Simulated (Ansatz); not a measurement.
# Si3N4: the cost of one run

Computed with Ansatz 0.2.0 (DFT, PBE, plane-wave PAW, default files, scalar-relativistic, frozen cores, as far as a step names no other, unless a step's input says otherwise).

## Step 1: The structure to begin with

The structure is hexagonal, space group P6_3/m (No. 176). Conventional cell: a = 7.617 Å, b = 7.617 Å, c = 2.913 Å, α = 90.00°, β = 90.00°, γ = 120.00°. Around Si (site symmetry m) lie 4 N at 1.72 to 1.75 Å. N (site symmetry -6) is surrounded by 3 Si at 1.75 Å. N (site symmetry m) has 3 Si at 1.72 to 1.75 Å as nearest neighbours.

As a file:

```cif
data_structure
_symmetry_space_group_name_H-M 'P 1'
_symmetry_Int_Tables_number 1
_cell_length_a 7.6170
_cell_length_b 7.6170
_cell_length_c 2.9134
_cell_angle_alpha 90.000
_cell_angle_beta 90.000
_cell_angle_gamma 120.000
_cell_volume 146.39
loop_
_atom_site_label
_atom_site_type_symbol
_atom_site_fract_x
_atom_site_fract_y
_atom_site_fract_z
_atom_site_occupancy
Si1 Si 0.17840 0.77490 0.25000 1
Si2 Si 0.40350 0.17840 0.75000 1
Si3 Si 0.22510 0.40350 0.25000 1
Si4 Si 0.82160 0.22510 0.75000 1
Si5 Si 0.59650 0.82160 0.25000 1
Si6 Si 0.77490 0.59650 0.75000 1
N1 N 0.33333 0.66667 0.25000 1
N2 N 0.66667 0.33333 0.75000 1
N3 N 0.33590 0.03280 0.25000 1
N4 N 0.30310 0.33590 0.75000 1
N5 N 0.96720 0.30310 0.25000 1
N6 N 0.66410 0.96720 0.75000 1
N7 N 0.69690 0.66410 0.25000 1
N8 N 0.03280 0.69690 0.75000 1
```

The earlier run gave: gap on the mesh 4.14 eV, largest force 1.170 eV/Å, pressure 4.4 GPa.

Like atoms gathered into sites:

```tsv
site	atoms	first shell	V_zz (10²¹ V/m²)	η	C_Q (MHz)
Si	1, 2, 3, 4, …	4 N at 1.72–1.75 Å	-0.60	0.30	–
N7	7, 8	3 Si at 1.75 Å	-5.37	0.00	-2.65 (¹⁴N)
N9	9, 10, 11, 12, …	3 Si at 1.72–1.75 Å	-5.07	0.09	-2.51 (¹⁴N)
```

V_zz is the principal component of the electric field gradient with the largest magnitude, η = (V_xx − V_yy)/V_zz and C_Q = eQV_zz/h. Nuclear quadrupole moments: year-2017 set (Pyykkö). A dash under C_Q marks elements without a common quadrupolar isotope.

## Step 2: Z stretched by +2 %, ions relaxed

input.yaml

```yaml
crystal:
  lattice:
    - [7.617, 0.0, 0.0]
    - [-3.8085, 6.5965155006, 0.0]
    - [0.0, 0.0, 2.971668]
  atoms:
    - { symbol: Si, position: [0.1740483637, 0.7679428862, 0.25] }
    - { symbol: Si, position: [0.4061054775, 0.1740483637, 0.75] }
    - { symbol: Si, position: [0.2320571138, 0.4061054775, 0.25] }
    - { symbol: Si, position: [0.8259516363, 0.2320571138, 0.75] }
    - { symbol: Si, position: [0.5938945225, 0.8259516363, 0.25] }
    - { symbol: Si, position: [0.7679428862, 0.5938945225, 0.75] }
    - { symbol: "N", position: [0.3333333333, 0.6666666667, 0.25] }
    - { symbol: "N", position: [0.6666666667, 0.3333333333, 0.75] }
    - { symbol: "N", position: [0.32978795, 0.0300001254, 0.25] }
    - { symbol: "N", position: [0.2997878246, 0.32978795, 0.75] }
    - { symbol: "N", position: [0.9699998746, 0.2997878246, 0.25] }
    - { symbol: "N", position: [0.67021205, 0.9699998746, 0.75] }
    - { symbol: "N", position: [0.7002121754, 0.67021205, 0.25] }
    - { symbol: "N", position: [0.0300001254, 0.7002121754, 0.75] }
kpoints:
  mp_grid: { grid: [4, 4, 9] }
scf:
  occupations: { method: fermi_dirac, width: 0.02 }
hamiltonian:
  xc: pbe
  pseudopotentials: { kind: paw, frozen_core: stored }
output:
  forces: true
  stress: true
  populations: true
  efg: { quadrupole_moments_barn: { "N": 0.02044 } }
relax:
  f_tol: 0.02
  max_steps: 60
```

Command:

```
$ ansatz run input.yaml --threads 4 --pin off --max-ram 8192MiB --backend cpu --events-out ev --progress --plain --runs-dir out
```

Q: Estimate wall time and peak memory on 4 threads of Intel Xeon 6975P-C (Granite Rapids), shared host.

About 5 s, with a peak of 0.61 GiB.
